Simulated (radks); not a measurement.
# Taking charge from the 3p level of Ar³⁺ in fractions

The task here is to estimate one member of a computed series from the others.

Program: radks (a radial shooting solver on a logarithmic mesh, Libxc functionals) version 1. Level of theory: non-relativistic Kohn-Sham, TPSS, spin-unpolarised, spherical densities, point nucleus. These are calculated values, not measurements, unless marked.

## What is computed

* element: argon (Z = 18)
* charge: +3
* electrons: 15
* configuration: [Ne] 3s2 3p3

Outer shells as boxes (Hund's rule):

Ar³⁺
```
[Ne] core
3s [↑↓]
3p [↑ ][↑ ][↑ ]
```

Set-up of the first run:

Settings of this run:

```text
Z 18
configuration [Ne] 3s2 3p3
relativity non-relativistic
functional tpss,tpss
spin unpolarised
nucleus point
```

Among the steps run: Start: [Ne] 3s2 3p3.

One of the session's tables, all rows but one given; the rest of the session is left out.

It belongs to the step «Start: [Ne] 3s2 3p3». Sizes of the orbitals, from the radial functions (bohr):

```
level      <r>  outermost maximum (interpolated)  90 % within  nodes
   1s  0.08612                            0.0565        0.154      0
   2s        ?                                 ?            ?      ?
   2p   0.3763                             0.281        0.622      0
   3s    1.296                              1.13         1.92      2
   3p    1.398                              1.20         2.11      1
```

Estimate the missing values for 2s.

As computed: <r>: 0.4147; outermost maximum (interpolated): 0.340; 90 % within: 0.647; nodes: 1. In the column «<r>» it lies between 2p (0.3763) and 3s (1.296).
